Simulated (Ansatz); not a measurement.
# W: the cost of one run

Computed with Ansatz 0.2.0 (DFT PBEsol, scalar-relativistic, plane waves, PAW, unless a step's input says otherwise).

26 further runs of the same task are left out: 26 set aside as unsound or not needed.

## Step 1: The structure to begin with

Symmetry: Fm-3m, No. 225, cubic system. Conventional cell: a = 3.998 Å, b = 3.998 Å, c = 3.998 Å, α = 90.00°, β = 90.00°, γ = 90.00°. W (site symmetry m-3m) has 12 W at 2.83 Å as nearest neighbours.

As a file:

```cif
data_structure
_symmetry_space_group_name_H-M 'P 1'
_symmetry_Int_Tables_number 1
_cell_length_a 2.8272
_cell_length_b 2.8272
_cell_length_c 2.8272
_cell_angle_alpha 60.000
_cell_angle_beta 60.000
_cell_angle_gamma 60.000
_cell_volume 15.98
loop_
_atom_site_label
_atom_site_type_symbol
_atom_site_fract_x
_atom_site_fract_y
_atom_site_fract_z
_atom_site_occupancy
W1 W 0.00000 0.00000 0.00000 1
```

It is the result of an earlier relaxation at this level (volume 15.98 Å³/atom; gap on the mesh: none (metal)).

## Step 2: The scan

The energy is mapped over volume and the cell's shape.

- volume per atom: 7 values from 14.70 to 17.26 Å³
- c/a of the conventional cell: 9 values from 0.629 to 1.167

Nothing else is relaxed (symmetry fixes all fractional coordinates). Energies count from the relaxed crystal. Points are written as (first, second).

## Step 3: Point (15.55 Å³, 0.629)

File input.yaml:

```yaml
crystal:
  lattice:
    - [0.0, 2.3120567378, 1.4547460995]
    - [2.3120567378, 0.0, 1.4547460995]
    - [2.3120567378, 2.3120567378, 0.0]
  atoms:
    - { symbol: W, position: [0.0, 0.0, 0.0] }
basis:
  ecutwfc: 420
kpoints:
  mp_grid: { grid: [22, 22, 22] }
hamiltonian:
  xc: pbesol
  pseudopotentials: { kind: paw, azcp: { folder: soft_1 } }
scf:
  occupations: { method: gaussian, width: 0.15 }
output:
  forces: true
  stress: true
  eigenvalues: true
```

Run with:

```sh
$ ansatz run input.yaml --threads 1 --pin off --max-ram 2048MiB --backend cpu --events-out ev --progress --plain --runs-dir out
```

What time and memory should one allow on 1 thread of Intel Xeon Platinum 8488C (Sapphire Rapids), shared host?

About 7.9 s, with a peak of 0.47 GiB.
